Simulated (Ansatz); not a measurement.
# CH₃GaOS: shape, modes and thermochemistry

What shape does CH₃GaOS take? The plan is to relax it, check the end point by its vibrations and derive ideal-gas thermochemistry, and look at its orbitals and charge.

The runs use Ansatz 0.2.0, Gaussian basis; RKS PBE0-D4/def2-TZVP.

Levels to be run: relaxation at PBE0-D4/def2-TZVP; harmonic vibrations at the same level; a single point in def2-TZVPP for the fields.

## (1) The system as given

SMILES `[OH][Ga]1[CH2][S]1`, 7 atoms, charge 0, spin multiplicity 1.

Atoms are counted from 1 here; the program's logs count them from 0.

Bond lengths: O1–Ga2 1.723 Å, O1–H5 0.955 Å, Ga2–C3 1.998 Å, Ga2–S4 2.197 Å, C3–S4 2.020 Å, C3–H6 1.084 Å, C3–H7 1.084 Å. Angles: Ga2–O1–H5 134.4°, O1–Ga2–C3 156.5°, O1–Ga2–S4 146.2°, C3–Ga2–S4 57.3°, Ga2–C3–S4 66.3°, Ga2–C3–H6 123.3°, Ga2–C3–H7 123.8°, S4–C3–H6 107.3°, S4–C3–H7 107.4°, H6–C3–H7 112.0°, Ga2–S4–C3 56.4°.

The start is a GFN2-xTB geometry.

## (2) Optimising with PBE0-D4/def2-TZVP

The input, in.yaml:

```yaml
crystal:
  periodic: [false, false, false]
  atoms:
    - {symbol: O, position_ang: [-1.883460, 0.902090, -1.089200]}
    - {symbol: Ga, position_ang: [-0.621850, 0.010000, -0.326920]}
    - {symbol: C, position_ang: [1.113090, -0.259140, 0.627810]}
    - {symbol: S, position_ang: [0.106790, -1.974110, 0.274230]}
    - {symbol: H, position_ang: [-2.013380, 1.822800, -1.305590]}
    - {symbol: H, position_ang: [2.067360, -0.333650, 0.118680]}
    - {symbol: H, position_ang: [1.231460, -0.167990, 1.700990]}
basis:
  gaussian: {orbitals: def2-TZVP}
hamiltonian: {xc: pbe0, dispersion: d4}
relax: {f_tol: 0.005, max_steps: 150}
```

The run is started by

```bash
> ansatz run in.yaml --threads 2 --pin off --events-out ev --progress --plain --max-ram 32768MiB --backend cpu
```

Standard output, shortened:

```text
Functional definition: PBE0
  name "PBE0"
  cite "Adamo & Barone, J. Chem. Phys. 110, 6158 (1999) doi:10.1063/1.478522"
  cite "Perdew, Burke & Ernzerhof, Phys. Rev. Lett. 77, 3865 (1996) doi:10.1103/PhysRevLett.77.3865"
  parent pbe
[...]
1147 factors; their error is unknown
[...]
mean field -66333.86251501 eV, -2437.7244847198 hartree, gradient 2.1e-5 eV, S^2 0.000000; 0 other end points of the search recorded, 0 dependent functions left out
[...]
reference -66333.86254215 eV, -2437.7244857172 hartree; 32, 32 occupied and 133, 133 virtual orbitals, 1147 factors
relax step   1: F+E_penalty+E_count = -66333.99282195 eV  Δ(F+E_penalty+E_count) = +0.000e0 eV  max|allowed force component| = 1.703e0 eV/Å  Δτ_max = 0.0000 Å  (28 SCF iters, accepted)
[...]
relax step   6: F+E_penalty+E_count = -66334.24993551 eV  Δ(F+E_penalty+E_count) = -2.494e-3 eV  max|allowed force component| = 3.803e-2 eV/Å  Δτ_max = 0.0245 Å  (31 SCF iters, accepted)
[...]
relax step   7: F+E_penalty+E_count = -66334.25003074 eV  Δ(F+E_penalty+E_count) = -9.523e-5 eV  max|allowed force component| = 4.439e-3 eV/Å  Δτ_max = 0.0039 Å  (33 SCF iters, accepted)
1147 factors; their error is unknown
[...]
mean field -66334.11876734 eV, -2437.7339018190 hartree, gradient 1.8e-5 eV, S^2 0.000000; 1 other end points of the search recorded, 0 dependent functions left out
[...]
reference -66334.11879436 eV, -2437.7339028122 hartree; 32, 32 occupied and 133, 133 virtual orbitals, 1147 factors
Total energy: -66334.25005777 eV, -2437.7387266534 hartree
Atom 0 at    -1.927479     0.829639    -1.124026 Å, force    -0.000852     0.001491    -0.000383 eV/Å
Atom 1 at    -0.592746     0.014532    -0.318291 Å, force     0.003101    -0.004439     0.001330 eV/Å
Atom 2 at     1.061533    -0.317186     0.603145 Å, force     0.001172    -0.000718    -0.000181 eV/Å
Atom 3 at     0.106790    -1.939357     0.276713 Å, force    -0.003226     0.002744    -0.001502 eV/Å
Atom 4 at    -1.816780     1.782534    -1.172669 Å, force    -0.000360    -0.001038    -0.000119 eV/Å
Atom 5 at     2.008505    -0.275106     0.073946 Å, force    -0.000149     0.001349    -0.000107 eV/Å
Atom 6 at     1.160185    -0.095056     1.661182 Å, force     0.000313     0.000611     0.000962 eV/Å
Dipole moment:     0.109570     0.721863    -0.023071 e Å
```

It took 42 s on 2 threads of AMD EPYC 7R13, shared host.

Along the way:

```
step  energy from step 1 (eV)  largest force component (eV/Å)
   1                   0.0000                          1.7029
   2                  -0.1280                          0.8867
   3                  -0.1936                          0.6371
   4                  -0.2416                          0.8442
   5                  -0.2546                          0.3684
   6                  -0.2571                          0.0380
   7                  -0.2572                          0.0044
```

Distances of close pairs at the start and the end, largest changes first:

```csv
bond,before (Å),after (Å),change (Å)
C3–S4,2.020,1.910,-0.109
Ga2–C3,1.998,1.922,-0.076
Ga2–S4,2.197,2.159,-0.039
O1–Ga2,1.723,1.759,+0.036
O1–H5,0.955,0.961,+0.006
C3–H7,1.084,1.086,+0.002
C3–H6,1.084,1.086,+0.001
```

Mulliken charges at the end point, from the run's report:

```
atom  value (e)
  O1      -0.50
 Ga2       0.49
  C3      -0.38
  S4      -0.25
  H5       0.32
  H6       0.15
  H7       0.15
```

## (3) Vibrations by finite differences

The input, in.yaml:

```yaml
crystal:
  periodic: [false, false, false]
  atoms:
    - {symbol: O, position_ang: [-1.927479, 0.829639, -1.124026]}
    - {symbol: Ga, position_ang: [-0.592746, 0.014532, -0.318291]}
    - {symbol: C, position_ang: [1.061533, -0.317186, 0.603145]}
    - {symbol: S, position_ang: [0.106790, -1.939357, 0.276713]}
    - {symbol: H, position_ang: [-1.816780, 1.782534, -1.172669]}
    - {symbol: H, position_ang: [2.008505, -0.275106, 0.073946]}
    - {symbol: H, position_ang: [1.160185, -0.095056, 1.661182]}
basis:
  gaussian: {orbitals: def2-TZVP}
hamiltonian: {xc: pbe0, dispersion: d4}
phonons: {temperatures: {t_min: 298.15, t_max: 900, t_step: 200}}
```

Same command.

Standard output, shortened:

```text
Functional definition: PBE0
  name "PBE0"
  cite "Adamo & Barone, J. Chem. Phys. 110, 6158 (1999) doi:10.1063/1.478522"
  cite "Perdew, Burke & Ernzerhof, Phys. Rev. Lett. 77, 3865 (1996) doi:10.1103/PhysRevLett.77.3865"
  parent pbe
[...]
1147 factors; their error is unknown
[...]
mean field -66334.11876657 eV, -2437.7339017909 hartree, gradient 7.0e-5 eV, S^2 0.000000; 0 other end points of the search recorded, 0 dependent functions left out
[...]
reference -66334.11879361 eV, -2437.7339027846 hartree; 32, 32 occupied and 133, 133 virtual orbitals, 1147 factors
[...]
1147 factors; their error is unknown
mean field -66334.11868254 eV, -2437.7338987027 hartree, gradient 1.7e-6 eV, S^2 0.000000; 0 other end points of the search recorded, 0 dependent functions left out
[...]
reference -66334.11870958 eV, -2437.7338996963 hartree; 32, 32 occupied and 133, 133 virtual orbitals, 1147 factors
[...]
Total energy: -66334.25005702 eV, -2437.7387266259 hartree
Atom 0 at    -1.927479     0.829639    -1.124026 Å, force    -0.000841     0.001480    -0.000377 eV/Å
Atom 1 at    -0.592746     0.014532    -0.318291 Å, force     0.003110    -0.004479     0.001340 eV/Å
Atom 2 at     1.061533    -0.317186     0.603145 Å, force     0.001149    -0.000717    -0.000175 eV/Å
Atom 3 at     0.106790    -1.939357     0.276713 Å, force    -0.003239     0.002780    -0.001514 eV/Å
Atom 4 at    -1.816780     1.782534    -1.172669 Å, force    -0.000359    -0.001029    -0.000120 eV/Å
Atom 5 at     2.008505    -0.275106     0.073946 Å, force    -0.000135     0.001350    -0.000117 eV/Å
Atom 6 at     1.160185    -0.095056     1.661182 Å, force     0.000314     0.000614     0.000963 eV/Å
Dipole moment:     0.109570     0.721865    -0.023071 e Å
Vibrations: 137.20 149.68 308.08 390.51 504.64 661.08 685.45 767.04 870.69 949.73 990.83 1413.24 3122.32 3208.45 3889.90 cm⁻¹, zero-point energy 1.118887 eV
```

Wall time 2.4 min (2 threads of AMD EPYC 7R13, shared host).

Motions are named by where the mode's potential energy lies. Wavenumbers, unscaled:

```
mode  cm⁻¹                  motion
   1   137                    bend
   2   150                 torsion
   3   308                 torsion
   4   391  Ga–S stretch with bend
   5   505  bend with Ga–C stretch
   6   661    C–S and Ga–O stretch
   7   685                    bend
   8   767            Ga–O stretch
   9   871                    bend
  10   950                    bend
  11   991                    bend
  12  1413                    bend
  13  3122             C–H stretch
  14  3208             C–H stretch
  15  3890             O–H stretch
```

Ideal gas, rigid rotor and harmonic oscillator at 298.15 K and 1 bar, with symmetry number 1:

```csv
term,value
zero-point energy,25.8 kcal/mol
H(298) − E,29.9 kcal/mol
"entropy, translation",169.8 J/(mol K)
"entropy, rotation",108.7 J/(mol K)
"entropy, vibration",41.2 J/(mol K)
"entropy, total",319.7 J/(mol K)
```

## (4) Fields at the relaxed geometry

Changes to in.yaml since step 3:

```diff
@@ -11,4 +11,4 @@
 basis:
-  gaussian: {orbitals: def2-TZVP}
+  gaussian: {orbitals: def2-TZVPP}
 hamiltonian: {xc: pbe0, dispersion: d4}
-phonons: {temperatures: {t_min: 298.15, t_max: 900, t_step: 200}}
+output: {orbitals: {seedname: orbitals}}
```

The command is unchanged.

Standard output:

```text
Functional definition: PBE0
  name "PBE0"
  cite "Adamo & Barone, J. Chem. Phys. 110, 6158 (1999) doi:10.1063/1.478522"
  cite "Perdew, Burke & Ernzerhof, Phys. Rev. Lett. 77, 3865 (1996) doi:10.1103/PhysRevLett.77.3865"
  parent pbe
  parameter a = 0.25
  parameter kappa = 0.804
  parameter beta = 0.06672455060314922
  exchange = (1 - a)*pbe_x(kappa = kappa, mu = beta*pi^2/3) + a*exact_x
  correlation = pbe_c(beta = beta)
1236 factors; their error is unknown
mean field evaluation 1: about -66323.4695 eV, gradient 7.5e1 eV
mean field evaluation 2: about -66304.3819 eV, gradient 1.2e2 eV
mean field evaluation 4: about -66333.7837 eV, gradient 9.7e0 eV
mean field evaluation 8: about -66333.9893 eV, gradient 2.5e-1 eV
mean field evaluation 16: about -66334.1863 eV, gradient 8.3e-5 eV
mean field -66334.18629263 eV, -2437.7363833276 hartree, gradient 8.3e-5 eV, S^2 0.000000; 0 other end points of the search recorded, 0 dependent functions left out
reference -66334.18632008 eV, -2437.7363843364 hartree; 32, 32 occupied and 162, 162 virtual orbitals, 1236 factors
Total energy: -66334.31758349 eV, -2437.7412081777 hartree
```

It took 4.6 s on 2 threads of AMD EPYC 7R13, shared host.

Orbitals, density, ELF and potential are computed afterwards from the orbital file.

Frontier orbitals at PBE0-D4/def2-TZVPP, with the share of their density that lies nearest to each atom:

| orbital | energy (eV) | lies on |
| --- | --- | --- |
| HOMO | -6.79 | S4 44 %; C3 24 %; Ga2 20 % |
| LUMO | -1.39 | Ga2 39 %; O1 18 %; H5 15 % |

ELF in a plane through or near 5 of the atoms.

Values, 10 rows by 14 columns:
```
0.00 0.00 0.00 0.00 0.00 0.00 0.00 0.00 0.00 0.00 0.00 0.00 0.00 0.00
0.00 0.00 0.00 0.00 0.00 0.00 0.00 0.00 0.00 0.00 0.00 0.00 0.00 0.00
0.00 0.00 0.00 0.00 0.00 0.01 0.02 0.06 0.02 0.00 0.00 0.00 0.00 0.00
0.00 0.00 0.00 0.01 0.11 0.18 0.31 0.64 0.20 0.04 0.32 0.24 0.00 0.00
0.00 0.00 0.00 0.07 0.58 0.37 0.81 0.49 0.21 0.37 0.96 0.80 0.03 0.00
0.00 0.00 0.00 0.02 0.41 0.64 0.61 0.67 0.68 0.80 0.26 0.63 0.03 0.00
0.00 0.00 0.00 0.08 0.64 0.25 0.39 0.33 0.14 0.38 0.76 0.59 0.03 0.00
0.00 0.00 0.01 0.32 0.89 0.37 0.38 0.73 0.28 0.01 0.05 0.04 0.00 0.00
0.00 0.00 0.00 0.13 0.65 0.71 0.47 0.18 0.05 0.00 0.00 0.00 0.00 0.00
0.00 0.00 0.00 0.00 0.04 0.06 0.02 0.00 0.00 0.00 0.00 0.00 0.00 0.00
```
The map spans 10.7 Å across and 8.5 Å up, centred on the molecule. Atoms in the plane (x, y in Å): O1 (2.4, -0.3), Ga2 (0.6, -0.3), C3 (-1.2, 0.3), S4 (-1.1, -1.6), H5 (2.7, 0.6).

log10 of the density (e/Å³) in the same plane.

Ten even steps from '0' (-4.0) to '9' (2.3):
```
0000000000000000000000000000
0000000000000000000000000000
0000000000000000000000000000
0000000000111111000000000000
0000000111222221111100000000
0000011223333332222222110000
0000012344444433333333321000
0000123445555544444454431000
0000123456666555555566532100
0000123456776667656666542100
0000123455666689866776542100
0000123455666678766776542100
0000123456666655555555432000
0000123456897655444443321000
0000123456776554433222210000
0000123455655543322111100000
0000122344544433211000000000
0000011233333322110000000000
0000001122222211000000000000
0000000011111100000000000000
```
The map spans 10.7 Å across and 8.5 Å up, centred on the molecule. Atoms in the plane (x, y in Å): O1 (2.4, -0.3), Ga2 (0.6, -0.3), C3 (-1.2, 0.3), S4 (-1.1, -1.6), H5 (2.7, 0.6).

On the surface of density 0.002 e/bohr³ the electrostatic potential runs, from the 1st to the 99th percentile, from -1.13 V near O1 to 2.47 V near Ga2.

## (5) What came out

| quantity | value |
| --- | --- |
| point group | Cs |
| steps | 7 |
| shift from the start (rms) | 0.117 Å |
| total energy | -66334.2501 eV |
| dispersion term | -131 meV |
| dipole moment | 3.51 D |
| lowest, highest wavenumber | 137, 3890 cm⁻¹ |
| zero-point energy | 25.8 kcal/mol |
| entropy at 298.15 K | 319.7 J/(mol K) |
| HOMO, LUMO | -6.79, -1.39 eV |

What this shows: The relaxed geometry lies 0.12 Å (rms) from the start; the bond that changed most is C3–S4, from 2.020 to 1.910 Å. All wavenumbers are real, so the end point is a minimum. The stiffest mode, 3890 cm⁻¹, is an O–H stretch, and 2 modes under 200 cm⁻¹ make the vibrational entropy uncertain. Harmonic hybrid wavenumbers usually lie a few per cent above measured fundamentals. The largest Mulliken charge, -0.50 e, sits on O1. The HOMO lies mostly on S4 44 %; C3 24 % and the LUMO on Ga2 39 %; O1 18 %.
